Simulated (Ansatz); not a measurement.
# BP: the cost of one run

Computed with Ansatz 0.2.0 (DFT r2SCAN, scalar-relativistic, plane waves, PAW, unless a step's input says otherwise).

**1. The structure to begin with**

The structure is cubic, space group F-43m (No. 216). Conventional cell: a = 4.538 Å, b = 4.538 Å, c = 4.538 Å, α = 90.00°, β = 90.00°, γ = 90.00°. B (site symmetry -43m) is surrounded by 4 P at 1.97 Å. Around P (site symmetry -43m) lie 4 B at 1.97 Å.

Structure file:

```
B P
1.0
     4.53800    0.00000    0.00000
     0.00000   -4.53800    0.00000
     0.00000    0.00000   -4.53800
B P
4 4
Direct
  0.00000 0.50000 0.50000
  0.50000 0.00000 0.50000
  0.50000 0.50000 0.00000
  0.00000 0.00000 0.00000
  0.75000 0.75000 0.75000
  0.25000 0.25000 0.75000
  0.25000 0.75000 0.25000
  0.75000 0.25000 0.25000
```

The cell is taken as given, not relaxed at this level.

**2. The reference: the undisturbed cell on the scan's mesh**

File input.yaml:

```yaml
crystal:
  lattice:
    - [4.538, 0.0, 0.0]
    - [0.0, -4.538, 0.0]
    - [0.0, 0.0, -4.538]
  atoms:
    - { symbol: B, position: [0.0, 0.5, 0.5] }
    - { symbol: B, position: [0.5, 0.0, 0.5] }
    - { symbol: B, position: [0.5, 0.5, 0.0] }
    - { symbol: B, position: [0.0, 0.0, 0.0] }
    - { symbol: P, position: [0.75, 0.75, 0.75] }
    - { symbol: P, position: [0.25, 0.25, 0.75] }
    - { symbol: P, position: [0.25, 0.75, 0.25] }
    - { symbol: P, position: [0.75, 0.25, 0.25] }
basis:
  ecutwfc: 500
kpoints:
  mp_grid: { grid: [6, 6, 6] }
hamiltonian:
  xc: r2scan
scf:
  occupations: { method: gaussian, width: 0.05 }
output:
  forces: true
  stress: true
  eigenvalues: true
  write_density: true
  write_potential: true
  elf: true
  volumetric_format: npy
```

Run with:

```
ansatz run input.yaml --threads 2 --pin off --max-ram 5120MiB --backend cpu --events-out ev --progress --plain --runs-dir out
```

What time and memory should one allow on 2 threads of Intel Xeon at 2.50GHz (Skylake/Cascade Lake), shared host?

About 12 s, with a peak of 0.52 GiB.
